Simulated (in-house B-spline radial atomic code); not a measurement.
**Pr: ionisation energy by several methods**

An exercise on one series of results from a longer session: the logs are not shown, and one member is left open.

Program: in-house B-spline radial atomic code version 1. Level of theory: scalar-relativistic (X2C), several functionals, spin-polarised; spherical all-electron atom at the radial basis limit. These are calculated values, not measurements, unless marked.

## The atom as given

```
element       : praseodymium (Z = 59)
charge        : 0
electrons     : 59
configuration : [Xe] 4f3 6s2
nucleus       : Fermi, rms radius 4.892 fm
```

Outer shells as boxes (Hund's rule):

[Xe] 4f3 6s2
```
[Xe] core
4f [↑ ][↑ ][↑ ][  ][  ][  ][  ]
6s [↑↓]
```

Where spins are not typed, each open shell is filled with up spins first.

Set-up of the first run:

Settings, as recorded:

```ini
Z = 59
electrons = 59.0
configuration = [Xe] 4f3 6s2
hamiltonian = x2c
method = b88,lyp
spin_polarised = True
nucleus = fermi
rms_radius = 4.8919
mass_number = 141
atomic_mass = 140.907659604
speed_of_light = 137.035999084
```

Steps of the session up to this table: BLYP, a GGA; PBE, a GGA; Hartree-Fock; OLYP, a GGA; SCAN, a meta-GGA.

One table of the session follows, with a row left open; its other results are not shown here.

| method | ΔSCF (eV) |
| --- | --- |
| BLYP | 5.425 |
| PBE | 5.416 |
| OLYP | 5.226 |
| SCAN | ? |
| Hartree-Fock | 4.442 |

**Question.** Estimate the row for SCAN.

**Answer.** ΔSCF (eV): 5.077. In the column «ΔSCF (eV)» it lies between Hartree-Fock (4.442) and OLYP (5.226).

To keep in mind: Meta-GGA runs start from a PBE run whose iterations are not counted.
